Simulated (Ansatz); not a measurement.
# TeRu3C: the cost of one run

Method: DFT PBE, scalar-relativistic, plane waves, PAW, in Ansatz 0.2.0.

1 further run of the same task is left out (it didn't finish).

## Step 1: The starting structure

Symmetry: Pm-3m, No. 221, cubic system. Conventional cell: a = 4.154 Å, b = 4.154 Å, c = 4.154 Å, α = 90.00°, β = 90.00°, γ = 90.00°. Te (site symmetry m-3m) is surrounded by 12 Ru at 2.94 Å. Ru (site symmetry 4/mmm) has 2 C at 2.08 Å and 4 Te at 2.94 Å and 8 Ru at 2.94 Å as nearest neighbours. Around C (site symmetry m-3m) lie 6 Ru at 2.08 Å.

Structure file:

```cif
data_structure
_symmetry_space_group_name_H-M 'P 1'
_symmetry_Int_Tables_number 1
_cell_length_a 4.1536
_cell_length_b 4.1536
_cell_length_c 4.1536
_cell_angle_alpha 90.000
_cell_angle_beta 90.000
_cell_angle_gamma 90.000
_cell_volume 71.66
loop_
_atom_site_label
_atom_site_type_symbol
_atom_site_fract_x
_atom_site_fract_y
_atom_site_fract_z
_atom_site_occupancy
Te1 Te 0.50000 0.50000 0.50000 1
Ru1 Ru 0.50000 0.00000 0.00000 1
Ru2 Ru 0.00000 0.50000 0.00000 1
Ru3 Ru 0.00000 0.00000 0.50000 1
C1 C 0.00000 0.00000 0.00000 1
```

Recipe of the guess: antiperovskite family, tilts a0a0a0 (Pm-3m, No. 221). Its size is a rough estimate.

## Step 2: Probe: one point on a coarse mesh

Input file input.yaml:

```yaml
crystal:
  lattice:
    - [4.15362762, 0.0, 0.0]
    - [0.0, 4.15362762, 0.0]
    - [0.0, 0.0, 4.15362762]
  atoms:
    - { symbol: Te, position: [0.5, 0.5, 0.5] }
    - { symbol: Ru, position: [0.5, 0.0, 0.0] }
    - { symbol: Ru, position: [0.0, 0.5, 0.0] }
    - { symbol: Ru, position: [0.0, 0.0, 0.5] }
    - { symbol: C, position: [0.0, 0.0, 0.0] }
basis:
  ecutwfc: 420
kpoints:
  mp_grid: { grid: [4, 4, 4] }
hamiltonian:
  xc: pbe
scf:
  occupations: { method: gaussian, width: 0.1 }
  lower_state_search: "off"
output:
  forces: true
  stress: true
  eigenvalues: true
```

The run is started by

```sh
ansatz run input.yaml --threads 1 --pin off --max-ram 2048MiB --backend cpu --events-out ev --progress --plain --runs-dir out
```

**Question.** How long does this run take on 1 thread of Arm Neoverse V1, shared host, and how much memory does it need?

About 2.1 s, with a peak of 0.33 GiB.
